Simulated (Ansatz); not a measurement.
# BiTe (Fm-3m) in Ansatz: notebook

Aim: see how the results for BiTe move with the level of theory and the settings. Levels: PBE, PBEsol. Tasks: elastic constants, phonons.

Everything below comes from runs of Ansatz 0.2.0. Logs are shortened: lines on timing, memory, paths and dates and some standing lists are left out, and cuts for length are marked.

### 1 Starting point

It takes space group Fm-3m (No. 225, cubic). Conventional cell: a = 6.470 Å, b = 6.470 Å, c = 6.470 Å, α = 90.00°, β = 90.00°, γ = 90.00°. Around Bi (site symmetry m-3m) lie 6 Te at 3.23 Å. Around Te (site symmetry m-3m) lie 6 Bi at 3.23 Å.

### 2 Elastic constants, PBE

input.yaml reads:

```yaml
crystal:
  lattice:
    - [0.0, 3.235, 3.235]
    - [3.235, 0.0, 3.235]
    - [3.235, 3.235, 0.0]
  atoms:
    - { symbol: Bi, position: [0.0, 0.0, 0.0] }
    - { symbol: Te, position: [0.5, 0.5, 0.5] }
hamiltonian:
  xc: pbe
  pseudopotentials: { kind: paw }
kpoints:
  mp_grid: { grid: [5, 5, 5] }
scf:
  occupations: { method: fermi_dirac, width: 0.05 }
output:
  forces: true
  stress: true
elastic:
  mode: relaxed_ion
  stencil: two_point
```

Potentials or basis: Ansatz PAW.

Command:

```
$ ansatz run input.yaml --threads 2 --pin off --max-ram 5632MiB --backend cpu --events-out ev --progress --plain --runs-dir out
```

The log of the run:

```text
Warning: RAYON_NUM_THREADS=2 ignored (pool sized by the plan → 2); use --threads N
Engine: ansatz 0.2.0, aarch64-unknown-linux-gnu
Pseudopotentials: kind: paw
Pseudopotential: Bi, paw, valence charge 15, recommended cutoff 420 eV (normal), Bi.paw.azcp
Pseudopotential: Te, paw, valence charge 16, recommended cutoff 420 eV (normal), Te.paw.azcp
Functional definition: PBE
  parameter kappa = 0.804
  parameter beta = 0.06672455060314922
  exchange = pbe_x(kappa = kappa, mu = beta*pi^2/3)
  correlation = pbe_c(beta = beta)
Crystal: 2 atoms, lattice volume = 67.710 Å³
Basis set: ecut = 420 eV, 1363 PW (Γ), exchange–correlation on 64×64×64 points (8 copies of the dense FFT grid, shifted against one another)
Bands: 20, of which v1, the nominal top of the filled ones, is band 16 counted from 1 (15 counted from 0)
Symmetry: 48 space group operations
Space group: Fm-3m (ITA 225), of the structure as read, at distance tolerance 4.1e-5 Å
k-points: 10 of 125
Non-local potential: Bi, projectors of the file, l = 0: 2, l = 1: 2, l = 2: 2, l = 3: 2
Non-local potential: Te, projectors of the file, l = 0: 2, l = 1: 2, l = 2: 2, l = 3: 2
PAW form: soft (Blöchl's): semilocal exchange-correlation on the pseudo side does not see the compensation charge
PAW one-centre angular grid: Bi, 590 points (default); XC on 64 Gauss nodes
PAW one-centre angular grid: Te, 590 points (default); XC on 64 Gauss nodes
Initial density: superposition of atomic densities (neutral atoms: chi_scale 0, normalization atom), corrected by the library's trained network
Initial wavefunctions: pseudopotential atomic-orbital guess
Functional: x = pbe(κ = 0.804, μ = 0.2195149727645171), c = pbe(β = 0.06672455060314922)
SCF iter   1: F=—  HF=-19376.659742 eV  |F-HF|=—  |Δ(HF+E_count)|=         —  Δρ=1.25e-3  dr2=2.43e-3  ethr=1.77e-3  ⟨swp⟩=6.4  Hψ=1031  notcnv=0
preconditioner: auto → LDOS  [metal: Δε(μ)=0.113 eV  Ē_g=9.503 eV  σ=0.050 eV  W_gap=0.47  n_scr=14 (ndim 8)  ℏωp=15.0 eV  f_vac=0.012  D(μ)=2.07/eV (n_scr^D=14)  β→1.0]
SCF iter   2: F=—  HF=-19376.657843 eV  |F-HF|=—  |Δ(HF+E_count)|=   1.90e-3  Δρ=7.11e-4  dr2=3.25e-4  ethr=7.84e-6  ⟨swp⟩=2.9  Hψ=489  notcnv=0  defer=1
SCF iter   3: F=—  HF=-19376.657799 eV  |F-HF|=—  |Δ(HF+E_count)|=   4.35e-5  Δρ=4.48e-4  dr2=1.33e-4  ethr=1.05e-6  ⟨swp⟩=2.0  Hψ=354  notcnv=0  defer=2
SCF iter   4: F=—  HF=-19376.657725 eV  |F-HF|=—  |Δ(HF+E_count)|=   7.47e-5  Δρ=7.26e-5  dr2=4.00e-6  ethr=4.29e-7  ⟨swp⟩=2.2  Hψ=328  notcnv=0  defer=2
SCF iter   5: F=—  HF=-19376.657713 eV  |F-HF|=—  |Δ(HF+E_count)|=   1.19e-5  Δρ=2.64e-5  dr2=3.11e-7  ethr=1.29e-8  ⟨swp⟩=2.0  Hψ=354  notcnv=0  defer=2
SCF iter   6: F=—  HF=-19376.657728 eV  |F-HF|=—  |Δ(HF+E_count)|=   1.52e-5  Δρ=1.16e-5  dr2=6.92e-8  ethr=1.00e-9  ⟨swp⟩=2.0  Hψ=351  notcnv=0  defer=2
SCF iter   7: F=—  HF=-19376.657728 eV  |F-HF|=—  |Δ(HF+E_count)|=   3.63e-8  Δρ=6.94e-7  dr2=3.41e-10  ethr=2.23e-10  ⟨swp⟩=2.7  Hψ=359  notcnv=0  defer=2
SCF iter   8: F=—  HF=-19376.657728 eV  |F-HF|=—  |Δ(HF+E_count)|=  1.24e-10  Δρ=1.75e-7  dr2=1.83e-11  ethr=1.10e-12  ⟨swp⟩=2.3  Hψ=358  notcnv=0  defer=2
SCF iter   9: F=—  HF=-19376.657728 eV  |F-HF|=—  |Δ(HF+E_count)|=    0.00e0  Δρ=2.27e-8  dr2=2.39e-13  ethr=5.90e-14 (applied; sched 1.00e-12)  ⟨swp⟩=2.0  Hψ=354  notcnv=0  defer=3
SCF iter  10: F=-19376.657728 eV  HF=-19376.657728 eV  |F-HF|=0.00e0  |Δ(HF+E_count)|=    0.00e0  Δρ=2.09e-9  dr2=3.41e-15  ethr=1.00e-12  ⟨swp⟩=6.3  Hψ=812  notcnv=0
SCF 1 converged in 10 iterations: F = -19376.657728 eV  dr2 = 3.41e-15
Crystal: 2 atoms, lattice volume = 67.575 Å³
Symmetry: 16 space group operations
k-points: 18 of 125
Initial density: handed on by an earlier stage of this run
Initial wavefunctions: those handed on with the density
iter 1 solved again at ethr=7.27e-8 eV; its pass at ethr=3.10e-3 eV (dr2=2.25e-5 eV) is discarded
SCF iter   1: F=—  HF=-19376.657071 eV  |F-HF|=—  |Δ(HF+E_count)|=         —  Δρ=7.42e-5  dr2=6.05e-6  ethr=7.27e-8  ⟨swp⟩=3.0  Hψ=2207  notcnv=0  defer=4
preconditioner: auto → LDOS  [metal: Δε(μ)=0.100 eV  Ē_g=9.514 eV  σ=0.050 eV  W_gap=0.41  n_scr=14 (ndim 8)  ℏωp=15.0 eV  f_vac=0.012  D(μ)=2.06/eV (n_scr^D=14)  β→1.0]
SCF iter   2: F=—  HF=-19376.657094 eV  |F-HF|=—  |Δ(HF+E_count)|=   2.32e-5  Δρ=2.41e-5  dr2=3.42e-7  ethr=1.95e-8  ⟨swp⟩=2.0  Hψ=457  notcnv=0  defer=4
SCF iter   3: F=—  HF=-19376.657088 eV  |F-HF|=—  |Δ(HF+E_count)|=   5.44e-6  Δρ=6.65e-6  dr2=5.70e-8  ethr=1.10e-9  ⟨swp⟩=2.0  Hψ=513  notcnv=0  defer=4
SCF iter   4: F=—  HF=-19376.657088 eV  |F-HF|=—  |Δ(HF+E_count)|=   3.15e-9  Δρ=2.22e-6  dr2=2.09e-9  ethr=1.84e-10  ⟨swp⟩=2.0  Hψ=549  notcnv=0  defer=4
SCF iter   5: F=—  HF=-19376.657088 eV  |F-HF|=—  |Δ(HF+E_count)|=  4.07e-10  Δρ=5.23e-7  dr2=1.97e-10  ethr=6.73e-12  ⟨swp⟩=2.0  Hψ=548  notcnv=0  defer=4
SCF iter   6: F=—  HF=-19376.657088 eV  |F-HF|=—  |Δ(HF+E_count)|=  5.46e-11  Δρ=1.05e-7  dr2=7.32e-12  ethr=6.35e-13 (applied; sched 1.00e-12)  ⟨swp⟩=2.0  Hψ=547  notcnv=0  defer=5
SCF iter   7: F=—  HF=-19376.657088 eV  |F-HF|=—  |Δ(HF+E_count)|=  2.18e-11  Δρ=2.21e-8  dr2=3.61e-13  ethr=2.36e-14 (applied; sched 1.00e-12)  ⟨swp⟩=2.0  Hψ=639  notcnv=0  defer=5
SCF iter   8: F=-19376.657088 eV  HF=-19376.657088 eV  |F-HF|=3.64e-12  |Δ(HF+E_count)|=  1.46e-11  Δρ=4.64e-9  dr2=1.05e-14  ethr=1.00e-12  ⟨swp⟩=5.0  Hψ=1336  notcnv=0
SCF 2 converged in 8 iterations: F = -19376.657088 eV  dr2 = 1.05e-14
Crystal: 2 atoms, lattice volume = 67.845 Å³
iter 1 solved again at ethr=7.67e-10 eV; its pass at ethr=3.10e-3 eV (dr2=2.38e-7 eV) is discarded
SCF iter   1: F=—  HF=-19376.657991 eV  |F-HF|=—  |Δ(HF+E_count)|=         —  Δρ=1.29e-4  dr2=2.37e-7  ethr=7.67e-10  ⟨swp⟩=2.4  Hψ=2013  notcnv=0  defer=4
preconditioner: auto → LDOS  [metal: Δε(μ)=0.101 eV  Ē_g=9.498 eV  σ=0.050 eV  W_gap=0.42  n_scr=14 (ndim 8)  ℏωp=15.0 eV  f_vac=0.012  D(μ)=2.06/eV (n_scr^D=14)  β→1.0]
SCF iter   2: F=—  HF=-19376.658219 eV  |F-HF|=—  |Δ(HF+E_count)|=   2.27e-4  Δρ=1.32e-6  dr2=2.40e-9  ethr=7.65e-10  ⟨swp⟩=2.0  Hψ=433  notcnv=0  defer=4
SCF iter   3: F=—  HF=-19376.658219 eV  |F-HF|=—  |Δ(HF+E_count)|=   2.80e-9  Δρ=3.67e-7  dr2=1.57e-10  ethr=7.74e-12  ⟨swp⟩=2.0  Hψ=474  notcnv=0  defer=4
SCF iter   4: F=—  HF=-19376.658219 eV  |F-HF|=—  |Δ(HF+E_count)|=  1.06e-10  Δρ=1.27e-7  dr2=1.17e-11  ethr=5.07e-13 (applied; sched 1.00e-12)  ⟨swp⟩=2.2  Hψ=541  notcnv=0  defer=5
SCF iter   5: F=—  HF=-19376.658219 eV  |F-HF|=—  |Δ(HF+E_count)|=    0.00e0  Δρ=4.37e-8  dr2=1.07e-12  ethr=3.79e-14 (applied; sched 1.00e-12)  ⟨swp⟩=2.2  Hψ=595  notcnv=0  defer=5
SCF iter   6: F=-19376.658219 eV  HF=-19376.658219 eV  |F-HF|=7.28e-12  |Δ(HF+E_count)|=  3.64e-12  Δρ=8.92e-9  dr2=8.70e-14  ethr=1.00e-12  ⟨swp⟩=5.0  Hψ=1424  notcnv=0
SCF 3 converged in 6 iterations: F = -19376.658219 eV  dr2 = 8.70e-14
Symmetry: 8 space group operations
k-points: 27 of 125
iter 1 solved again at ethr=8.01e-9 eV; its pass at ethr=3.10e-3 eV (dr2=2.48e-6 eV) is discarded
SCF iter   1: F=—  HF=-19376.657679 eV  |F-HF|=—  |Δ(HF+E_count)|=         —  Δρ=6.55e-5  dr2=2.53e-7  ethr=8.01e-9  ⟨swp⟩=3.5  Hψ=3395  notcnv=0  defer=5
preconditioner: auto → LDOS  [metal: Δε(μ)=0.106 eV  Ē_g=9.506 eV  σ=0.050 eV  W_gap=0.44  n_scr=14 (ndim 8)  ℏωp=15.0 eV  f_vac=0.012  D(μ)=2.07/eV (n_scr^D=14)  β→1.0]
SCF iter   2: F=—  HF=-19376.657734 eV  |F-HF|=—  |Δ(HF+E_count)|=   5.45e-5  Δρ=4.57e-6  dr2=1.09e-8  ethr=8.17e-10  ⟨swp⟩=2.0  Hψ=684  notcnv=0  defer=5
SCF iter   3: F=—  HF=-19376.657734 eV  |F-HF|=—  |Δ(HF+E_count)|=   7.13e-9  Δρ=9.97e-7  dr2=8.74e-10  ethr=3.52e-11  ⟨swp⟩=2.0  Hψ=762  notcnv=0  defer=5
SCF iter   4: F=—  HF=-19376.657734 eV  |F-HF|=—  |Δ(HF+E_count)|=  4.87e-10  Δρ=1.49e-7  dr2=1.56e-11  ethr=2.82e-12  ⟨swp⟩=2.0  Hψ=760  notcnv=0  defer=5
SCF iter   5: F=—  HF=-19376.657734 eV  |F-HF|=—  |Δ(HF+E_count)|=  6.91e-11  Δρ=3.26e-8  dr2=7.49e-13  ethr=5.03e-14 (applied; sched 1.00e-12)  ⟨swp⟩=2.1  Hψ=893  notcnv=0  defer=6
SCF iter   6: F=—  HF=-19376.657734 eV  |F-HF|=—  |Δ(HF+E_count)|=    0.00e0  Δρ=1.31e-8  dr2=1.29e-13  ethr=1.00e-12  ⟨swp⟩=5.8  Hψ=2328  notcnv=0
SCF iter   7: F=-19376.657734 eV  HF=-19376.657734 eV  |F-HF|=0.00e0  |Δ(HF+E_count)|=    0.00e0  Δρ=2.48e-9  dr2=2.30e-15  ethr=1.00e-12  ⟨swp⟩=5.0  Hψ=1938  notcnv=0
SCF 4 converged in 7 iterations: F = -19376.657734 eV  dr2 = 2.30e-15
iter 1 solved again at ethr=2.31e-10 eV; its pass at ethr=3.10e-3 eV (dr2=7.18e-8 eV) is discarded
SCF iter   1: F=—  HF=-19376.657665 eV  |F-HF|=—  |Δ(HF+E_count)|=         —  Δρ=7.13e-5  dr2=7.19e-8  ethr=2.31e-10  ⟨swp⟩=2.1  Hψ=2930  notcnv=0  defer=5
SCF iter   2: F=—  HF=-19376.657734 eV  |F-HF|=—  |Δ(HF+E_count)|=   6.89e-5  Δρ=6.58e-7  dr2=2.80e-10  ethr=2.31e-10  ⟨swp⟩=2.0  Hψ=628  notcnv=0  defer=5
SCF iter   3: F=—  HF=-19376.657734 eV  |F-HF|=—  |Δ(HF+E_count)|=  4.18e-10  Δρ=2.16e-7  dr2=5.10e-11  ethr=9.03e-13 (applied; sched 1.00e-12)  ⟨swp⟩=2.1  Hψ=958  notcnv=0  defer=5
SCF iter   4: F=—  HF=-19376.657734 eV  |F-HF|=—  |Δ(HF+E_count)|=  7.28e-12  Δρ=1.26e-7  dr2=7.88e-12  ethr=1.64e-13 (applied; sched 1.00e-12)  ⟨swp⟩=2.0  Hψ=957  notcnv=0  defer=6
SCF iter   5: F=—  HF=-19376.657734 eV  |F-HF|=—  |Δ(HF+E_count)|=    0.00e0  Δρ=1.96e-8  dr2=3.88e-13  ethr=2.54e-14 (applied; sched 1.00e-12)  ⟨swp⟩=2.0  Hψ=950  notcnv=0  defer=6
SCF iter   6: F=-19376.657734 eV  HF=-19376.657734 eV  |F-HF|=7.28e-12  |Δ(HF+E_count)|=  3.64e-12  Δρ=5.97e-9  dr2=2.20e-14  ethr=1.00e-12  ⟨swp⟩=5.0  Hψ=1923  notcnv=0
SCF 5 converged in 6 iterations: F = -19376.657734 eV  dr2 = 2.20e-14
SCF converged after 10 iterations
Free energy (F): -19376.657728 eV
Harris-Foulkes:  -19376.657728 eV  (|F-HF|=0.00e0)
Internal energy: -19376.642642 eV  (E = F + TS)
E sigma→0 (E₀):  -19376.650185 eV
Entropy (-TS):   -0.015086 eV (-7.543 meV/atom)
Fermi energy:    9.920746 eV
--- Per-component energies (eV) ---
  E_band       = -363.991485
  E_kinetic    = 481.777794
  E_local      = -2761.243233  (includes V_loc(G=0)·N_el)
  E_nonlocal   = 249.889497
  E_hartree    = 1289.669213
  E_xc         = -275.532544
  E_vxc        = -248.222155  (∫ρ·V_xc dr)
  E_paw        = -15325.047030  (= ΣΔE_a)
  E_vpaw       = -665.531204  (= ΣTr[D̂ρ^β])
  E_aug_tail   = -0.000614  (compensation charges beyond the density's cutoff)
  E_ewald      = -3036.155726
  E_smearing   = -0.015086  (= −TS)
  E_closure    = -0.000000  (closes the sum)
  Σ components = -19376.657728   (vs F -19376.657728, Δ=0.00e0)
--- Forces (eV/Å), atoms counted from 1 ---
  atom   1  Bi    -0.00000000     0.00000000    -0.00000000
  atom   2  Te     0.00000000    -0.00000000     0.00000000
  max |Σ_I F_I| component: 2.77e-29 eV/Å
--- Stress (GPa, compression-positive) ---
        0.666643       0.000000      -0.000000
        0.000000       0.666643      -0.000000
        0.000000      -0.000000       0.666643
  P = ⅓ Tr σ = 0.6666 GPa (6.666 kbar)
--- Band table (eV; the first three rows and the last of 10) ---
  k-point 0: bands = ["-27.4703", "-27.4703", "-27.4694", "-27.4694", "-27.4694", "-13.3165", "-13.3165", "-13.3137", "-13.3137", "-13.3137", "-3.6972", "1.7045", "7.2731", "7.2731", "7.2731", "11.9812", "11.9812", "11.9812", "14.5134", "14.5134"]
  k-point 1: bands = ["-27.4702", "-27.4702", "-27.4693", "-27.4693", "-27.4693", "-13.3182", "-13.3182", "-13.3131", "-13.3115", "-13.3115", "-3.3423", "0.8895", "7.3945", "7.3945", "7.5823", "10.7226", "10.8776", "10.8776", "14.4540", "15.2161"]
  k-point 2: bands = ["-27.4702", "-27.4702", "-27.4692", "-27.4690", "-27.4690", "-13.3214", "-13.3214", "-13.3121", "-13.3076", "-13.3076", "-2.3264", "-0.7419", "7.7700", "7.7700", "8.0749", "9.2968", "9.4765", "9.4765", "16.0142", "17.1362"]
  k-point 9: bands = ["-27.4704", "-27.4700", "-27.4693", "-27.4690", "-27.4687", "-13.3262", "-13.3169", "-13.3124", "-13.3081", "-13.3045", "-1.7525", "-0.7860", "5.1821", "5.2222", "7.8339", "9.9435", "13.0105", "13.3196", "14.2818", "16.1976"]
--- Elastic constants: 2 strain directions × 2 members + reference (group order 48) ---
  dense FFT box of the reference and of every strained cell: 32×32×32
  strains applied: 11, 23; error gains: componentwise 1.00 (the most a stress slope's error grows in a printed constant), spectral 1.73 (1 for all six strains in a standard setting)
  C = ∂σ_k/∂η_j (tension-positive GPa; Voigt order 11 22 33 23 13 12):
        88.619     32.730     32.730      0.000     -0.000     -0.000
        32.730     88.619     32.730     -0.000     -0.000      0.000
        32.730     32.730     88.619     -0.000      0.000      0.000
        -0.000      0.000      0.000      2.813      0.000     -0.000
         0.000     -0.000      0.000      0.000      2.813      0.000
         0.000     -0.000      0.000     -0.000     -0.000      2.813
  reference stress σ⁰ (GPa):     -0.667     -0.667     -0.667      0.000     -0.000     -0.000
  C* (energy form; C + prestress term) asymmetry max|C*_kj − C*_jk| = 2.132e-14 GPa — a small one proves nothing (zero by symmetry where the batch's group is 432, −43m or m−3m); a large one is finite-difference/SCF noise where every solve meets its electron count
  moduli (Voigt/Reuss/Hill, GPa): K = 51.36/51.36/51.36   G = 12.87/4.39/8.63   E = 24.52   ν = 0.420
  mechanically stable: yes (min eigenvalue of sym C = 2.81 GPa)
  strain η (Voigt 11):  stress-route row diagonal C_11 = 88.62 GPa, energy-path curvature d²(F+E_count+ΔE)/dδ²/Ω₀ = 88.56 GPa
         δ    σ_11 (GPa)             F (eV)   n_scf  n_hpsi   n_pw
    -2.000e-3      -0.8449      -19376.6570885       8    7084   1363   relax 0 steps, max|allowed force component| 6.07e-29 eV/Å
     2.000e-3      -0.4904      -19376.6582190       6    5774   1363   relax 0 steps, max|allowed force component| 5.29e-29 eV/Å
  strain η (Voigt 23):  stress-route row diagonal C_44 = 2.81 GPa, energy-path curvature d²(F+E_count+ΔE)/dδ²/Ω₀ = 3.18 GPa
         δ    σ_23 (GPa)             F (eV)   n_scf  n_hpsi   n_pw
    -2.000e-3      -0.0056      -19376.6577337       7   11202   1363   relax 0 steps, max|allowed force component| 1.36e-29 eV/Å
     2.000e-3       0.0056      -19376.6577337       6    8784   1363   relax 0 steps, max|allowed force component| 1.91e-29 eV/Å
```

Wall time 5.5 s (2 threads of Arm Neoverse V1, shared host); peak memory 0.37 GiB.

Results:

```
Free energy                     : -19376.6577 eV
Pressure                        : 0.7 GPa
Band gap on the k mesh          : none (metal or under the smearing width)
Elastic constants C11, C12, C44 : 89, 33, 3 GPa
Voigt bulk modulus              : 51 GPa
```

Levels at points of the mesh, in eV from the Fermi level:
```
           k point  band 13  band 14  band 15  band 16  band 17  band 18
(0.00, 0.00, 0.00)    -2.65    -2.65    -2.65     2.06     2.06     2.06
```

Elastic tensor in Voigt notation (GPa, in the Cartesian axes of the cell as first typed):
```
89 33 33  0  0  0
33 89 33  0  0  0
33 33 89  0  0  0
 0  0  0  3  0  0
 0  0  0  0  3  0
 0  0  0  0  0  3
```

Caveat: elastic constants of metals need much finer meshes, so these are rough; spin-orbit coupling is left out, which moves the levels of the heavy elements.

(Continued in part 2 of 2.)
